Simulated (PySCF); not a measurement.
# C₄H₈Cl₂Ge: magnetic properties

Aim: compute the magnetic properties of C₄H₈Cl₂Ge (`C/C(=C\Cl)[CH2][GeH2][Cl]`).

Computed with PySCF 2.14.0 and routines of our own; the level stands in each step. Atoms count from 0.

## Step 1: The starting structure

15 atoms, charge 0, multiplicity 1; geometry from: GFN2-xTB.

## Step 2: Magnetic properties: GIAO KT3/pcSseg-1

What the job is given:

```
{"job": {"kind": "mag", "xc": "KT3", "basis": "pcSseg-1", "isotopologues": 2}, "charge": 0, "multiplicity": 1}
C      1.453005     0.651125     0.692770
C      0.726032    -0.257696    -0.244493
C      1.053735    -0.426616    -1.519791
Cl     2.382158     0.361030    -2.287275
C     -0.460429    -0.963043     0.324700
Ge    -2.047219     0.252038     0.462221
Cl    -2.378025     1.113904    -1.418668
H      1.890582     0.077488     1.509595
H      2.243484     1.191962     0.181582
H      0.750866     1.368334     1.122774
H      0.512826    -1.083405    -2.182843
H     -0.747619    -1.805411    -0.305866
H     -0.227255    -1.346232     1.317877
H     -3.296621    -0.504374     0.867768
H     -1.859935     1.378884     1.457737
```

Level: GIAO KT3/pcSseg-1 magnetisability, rotational g tensor and spin-rotation constants, non-relativistic, gas phase.

Run with:

```console
$ OMP_NUM_THREADS=1 python excited_run.py task.json out
```

One launch serves the whole session: the jobs run in the order shown.

What it wrote:

```text
coarse grid: 60544 points
cycle   1  E = -3171.0302221044  dE = -4.737e-02  |g| = 7.686e-01  |ddm| = 3.702e+00
cycle   2  E = -3170.9081015605  dE =  1.221e-01  |g| = 1.034e+00  |ddm| = 1.625e+00
cycle   3  E = -3171.1199590110  dE = -2.119e-01  |g| = 1.819e-01  |ddm| = 1.162e+00
cycle   4  E = -3171.1257853030  dE = -5.826e-03  |g| = 1.066e-01  |ddm| = 3.074e-01
cycle   5  E = -3171.1286354716  dE = -2.850e-03  |g| = 3.380e-02  |ddm| = 1.341e-01
cycle   6  E = -3171.1289272417  dE = -2.918e-04  |g| = 8.174e-03  |ddm| = 4.043e-02
cycle   7  E = -3171.1289436376  dE = -1.640e-05  |g| = 2.110e-03  |ddm| = 1.068e-02
cycle   8  E = -3171.1289447819  dE = -1.144e-06  |g| = 6.216e-04  |ddm| = 3.217e-03
final grid: 124344 points
cycle   9  E = -3171.1289502778  dE =  1.027e-07  |g| = 1.106e-03  |ddm| = 3.160e-03
cycle  10  E = -3171.1289496222  dE =  6.555e-07  |g| = 1.914e-03  |ddm| = 3.589e-03
cycle  11  E = -3171.1289505851  dE = -9.629e-07  |g| = 2.167e-04  |ddm| = 2.376e-03
cycle  12  E = -3171.1289505960  dE = -1.090e-08  |g| = 4.446e-05  |ddm| = 2.253e-04
cycle  13  E = -3171.1289505966  dE = -5.775e-10  |g| = 1.037e-05  |ddm| = 6.087e-05
converged SCF energy = -3171.1289505966

Magnetisability tensor (1e-30 J/T^2)
    -1721.62       33.15       -6.37
       33.15    -1759.12       56.23
       -6.37       56.23    -1689.29
isotropic -1723.34   principal values   -1803.13  -1710.81  -1656.10
isotropic susceptibility -103.782 1e-6 cm^3/mol

Inertial axes            a          b          c
rot. const./GHz      2.0685     0.5986     0.5077
chi total          -103.207   -105.227   -102.913
chi diamagnetic    -700.126  -1909.968  -2227.879
chi paramagnetic    596.919   1804.741   2124.966
quadrupole/D A       -6.321      1.801      4.520
g nuclear            0.5644     0.5022     0.5014
g electronic        -0.5801    -0.5075    -0.5068
g total             -0.0157    -0.0053    -0.0054

Spin-rotation constants (kHz, H = +C I.J)
atom  isotope        aa         bb         cc
  3   35Cl        0.341      0.165      0.139
  6   35Cl        0.134      0.051      0.030
  7     1H       -0.225      0.013     -0.055
  8     1H       -0.015     -0.056     -0.034
  9     1H       -0.056     -0.067     -0.026
 10     1H       -0.193     -0.034      0.014
 11     1H       -0.220     -0.060      0.012
 12     1H       -0.216      0.020     -0.060
 13     1H        0.015     -0.054     -0.024
 14     1H       -0.161     -0.046      0.013
  0    13C*       0.334      0.087      0.069
  1    13C*       0.730      0.144      0.176
  2    13C*       0.675      0.139      0.165
  4    13C*       0.329      0.103      0.088
  5   73Ge*      -0.636     -0.157     -0.162
* in the singly substituted isotopologue

Isotopologues: g along a, b, c
2H    at 7,8,9,10,11,12    -0.0140    -0.0052    -0.0052
13C   at 0                 -0.0155    -0.0053    -0.0054
```

Wall time 43 s (1 thread of Arm Neoverse V2, shared host); peak memory 0.76 GiB.

From this job:

| quantity | value |
| --- | --- |
| magnetisability | -1723·10⁻³⁰ J/T² |
| molar susceptibility | -103.8·10⁻⁶ cm³/mol |
| rotational g (a, b, c) | -0.0157, -0.0053, -0.0054 |

## Step 3: Magnetic properties: GIAO B97-2/cc-pVDZ

Settings changed since step 2:

```diff
@@ -1,2 +1,2 @@
-{"job": {"kind": "mag", "xc": "KT3", "basis": "pcSseg-1", "isotopologues": 2}, "charge": 0, "multiplicity": 1}
+{"job": {"kind": "mag", "xc": "B97-2", "basis": "cc-pVDZ"}, "charge": 0, "multiplicity": 1}
 C      1.453005     0.651125     0.692770
```

Method: GIAO B97-2/cc-pVDZ magnetisability, rotational g tensor and spin-rotation constants, non-relativistic, gas phase.

What it wrote:

```text
coarse grid: 60544 points
cycle   1  E = -3155.1550750528  dE =  1.625e-01  |g| = 4.217e-01  |ddm| = 7.029e+00
cycle   2  E = -3155.1462052210  dE =  8.870e-03  |g| = 4.600e-01  |ddm| = 2.147e+00
cycle   3  E = -3155.2052779100  dE = -5.907e-02  |g| = 6.745e-02  |ddm| = 1.118e+00
cycle   4  E = -3155.2062340609  dE = -9.562e-04  |g| = 3.448e-02  |ddm| = 1.542e-01
cycle   5  E = -3155.2065400438  dE = -3.060e-04  |g| = 7.786e-03  |ddm| = 6.667e-02
cycle   6  E = -3155.2065567478  dE = -1.670e-05  |g| = 1.999e-03  |ddm| = 1.859e-02
cycle   7  E = -3155.2065577438  dE = -9.960e-07  |g| = 5.137e-04  |ddm| = 4.247e-03
final grid: 124344 points
cycle   8  E = -3155.2065894093  dE = -1.188e-08  |g| = 6.227e-04  |ddm| = 3.513e-03
cycle   9  E = -3155.2065893006  dE =  1.087e-07  |g| = 8.841e-04  |ddm| = 2.616e-03
cycle  10  E = -3155.2065895155  dE = -2.150e-07  |g| = 5.169e-05  |ddm| = 1.553e-03
cycle  11  E = -3155.2065895162  dE = -6.885e-10  |g| = 1.237e-05  |ddm| = 1.049e-04
converged SCF energy = -3155.2065895162

Magnetisability tensor (1e-30 J/T^2)
    -1739.72       38.75       -8.50
       38.75    -1779.98       56.78
       -8.50       56.78    -1713.38
isotropic -1744.36   principal values   -1828.77  -1726.23  -1678.08
isotropic susceptibility -105.048 1e-6 cm^3/mol

Inertial axes            a          b          c
rot. const./GHz      2.0685     0.5986     0.5077
chi total          -104.290   -106.787   -104.066
chi diamagnetic    -699.047  -1909.144  -2227.077
chi paramagnetic    594.757   1802.356   2123.010
quadrupole/D A       -6.622      1.933      4.689
g nuclear            0.5644     0.5022     0.5014
g electronic        -0.5780    -0.5068    -0.5064
g total             -0.0136    -0.0046    -0.0050

Spin-rotation constants (kHz, H = +C I.J)
atom  isotope        aa         bb         cc
  3   35Cl        0.289      0.141      0.119
  6   35Cl        0.096      0.043      0.021
  7     1H       -0.233      0.012     -0.056
  8     1H       -0.019     -0.058     -0.035
  9     1H       -0.062     -0.069     -0.027
 10     1H       -0.201     -0.035      0.015
 11     1H       -0.226     -0.062      0.011
 12     1H       -0.220      0.018     -0.062
 13     1H        0.011     -0.055     -0.025
 14     1H       -0.164     -0.047      0.012
  0    13C*       0.282      0.074      0.059
  1    13C*       0.697      0.134      0.168
  2    13C*       0.638      0.127      0.159
  4    13C*       0.287      0.089      0.076
  5   73Ge*      -0.537     -0.134     -0.138
* in the singly substituted isotopologue
```

Run time: 30 s. Hardware: 1 thread of Arm Neoverse V2, shared host; peak memory 0.86 GiB.

Key values:

| quantity | value |
| --- | --- |
| magnetisability | -1744·10⁻³⁰ J/T² |
| molar susceptibility | -105.0·10⁻⁶ cm³/mol |
| rotational g (a, b, c) | -0.0136, -0.0046, -0.0050 |

## Step 4: The levels compared

| level | ξ (10⁻³⁰ J/T²) | g(a) | g(b) | gap (eV) | functions | time |
| --- | --- | --- | --- | --- | --- | --- |
| GIAO KT3/pcSseg-1 | -1723 | -0.0157 | -0.0053 | 4.81 | 197 | 43 s |
| GIAO B97-2/cc-pVDZ | -1744 | -0.0136 | -0.0046 | 6.53 | 159 | 30 s |

## Step 5: Results

```
                                          quantity                      value
       magnetisability (step 2, GIAO KT3/pcSseg-1)           -1723·10⁻³⁰ J/T²
  molar susceptibility (step 2, GIAO KT3/pcSseg-1)        -103.8·10⁻⁶ cm³/mol
rotational g (a, b, c) (step 2, GIAO KT3/pcSseg-1)  -0.0157, -0.0053, -0.0054
                   magnetisability over the levels  -1744 to -1723·10⁻³⁰ J/T²
```

In words: Steps that list no spin-orbit terms leave them out, which matters at and beside the heavy atoms. The magnetisability spreads by 1.2 % over 2 levels, from GIAO B97-2/cc-pVDZ (30 s) to GIAO KT3/pcSseg-1 (43 s); the runs took 30 s to 43 s. Two levels can agree by chance, so this spread shows no convergence. Vibrational averaging and real surroundings are missing from these values.
